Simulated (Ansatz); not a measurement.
**C2H4BFOSe: up Jacob's ladder to CCSD(T)**

One table from this session's results is given with a row withheld; the runs are named, their logs left out.

Program: Ansatz 0.2.0, Gaussian basis. Level of theory: functionals in def2-TZVPP, the program's frozen cores in correlated methods. These are calculated values, not measurements.

The runs, in order: PBE-D4, r2SCAN-D4, PBE0-D4, B3LYP-D4, ωB97X-V, ωB97M-V, B2PLYP; CCSD(T)/def2-TZVPP; MP2/def2-QZVPP; extrapolation to the limit.

### The relaxed structure

An earlier PBE0-D4 in a triple-zeta def2 set relaxation fixed the geometry.

10 atoms, charge 0, spin multiplicity 1.

Atoms are counted from 1 here; the program's logs count them from 0.

Bond lengths: O1–B2 1.333 Å, O1–H7 0.962 Å, B2–C3 1.527 Å, B2–C4 1.538 Å, C3–C4 1.541 Å, C3–H8 1.084 Å, C3–H9 1.093 Å, C4–F5 1.371 Å, C4–Se6 1.914 Å, Se6–H10 1.475 Å. Angles: B2–O1–H7 114.0°, O1–B2–C3 147.4°, O1–B2–C4 151.9°, C3–B2–C4 60.4°, B2–C3–C4 60.2°, B2–C3–H8 129.1°, B2–C3–H9 111.9°, C4–C3–H8 120.0°, C4–C3–H9 111.7°, H8–C3–H9 113.1°, B2–C4–C3 59.5°, B2–C4–F5 125.7°, B2–C4–Se6 112.6°, C3–C4–F5 117.0°, C3–C4–Se6 115.9°, F5–C4–Se6 114.9°, C4–Se6–H10 96.8°.

As a file:

```xyz
10
C2H4BFOSe
O    -1.30192   -1.88217   -0.33392
B    -0.44053   -0.87831   -0.16766
C     0.95040   -0.43850    0.28525
C     0.01126    0.57378   -0.39941
F     0.42875    1.09949   -1.59450
Se   -0.87216    1.81382    0.76085
H    -2.08112   -1.64761   -0.84713
H     1.31443   -0.24729    1.28828
H     1.73056   -0.78931   -0.39450
H     0.34343    2.34500    1.40574
```

The first run:

Contents of in.yaml:

```yaml
crystal:
  periodic: [false, false, false]
  atoms:
    - {symbol: O, position_ang: [-1.301917, -1.882171, -0.333917]}
    - {symbol: B, position_ang: [-0.440527, -0.878310, -0.167656]}
    - {symbol: C, position_ang: [0.950401, -0.438496, 0.285246]}
    - {symbol: C, position_ang: [0.011256, 0.573779, -0.399413]}
    - {symbol: F, position_ang: [0.428751, 1.099487, -1.594499]}
    - {symbol: Se, position_ang: [-0.872162, 1.813817, 0.760853]}
    - {symbol: H, position_ang: [-2.081118, -1.647607, -0.847135]}
    - {symbol: H, position_ang: [1.314428, -0.247291, 1.288281]}
    - {symbol: H, position_ang: [1.730562, -0.789307, -0.394497]}
    - {symbol: H, position_ang: [0.343427, 2.344999, 1.405737]}
basis:
  gaussian: {orbitals: def2-TZVPP}
hamiltonian: {xc: pbe, dispersion: d4}
output: {forces: true, orbitals: {seedname: orbitals}}
```

Run with:

```
> ansatz run in.yaml --threads 4 --pin off --events-out ev --progress --plain --max-ram 10444MiB
```

Among the steps run: PBE-D4 (GGA); r2SCAN-D4 (meta-GGA); PBE0-D4 (hybrid); B3LYP-D4 (hybrid); ωB97X-V (range-separated); ωB97M-V (range-separated); B2PLYP (double hybrid); CCSD(T) in def2-TZVPP; MP2 in def2-QZVPP.

One of the session's tables, all rows but one given; the rest of the session is left out.

| method | atomisation energy (eV) |
| --- | --- |
| PBE-D4 | 41.582 |
| r2SCAN-D4 | 40.382 |
| PBE0-D4 | 40.397 |
| B3LYP-D4 | 39.890 |
| ωB97X-V | 40.079 |
| ωB97M-V | 40.107 |
| B2PLYP | 39.494 |
| HF/def2-TZVPP | 27.758 |
| MP2/def2-TZVPP | ? |
| CCSD/def2-TZVPP | 37.918 |
| CCSD(T)/def2-TZVPP | 38.733 |
| MP2/CBS | 41.182 |
| CCSD(T)/CBS | 39.870 |

**Question.** Estimate the row for MP2/def2-TZVPP.

**Answer.** atomisation energy (eV): 40.045. In the column «atomisation energy (eV)» it lies between B3LYP-D4 (39.890) and ωB97X-V (40.079).
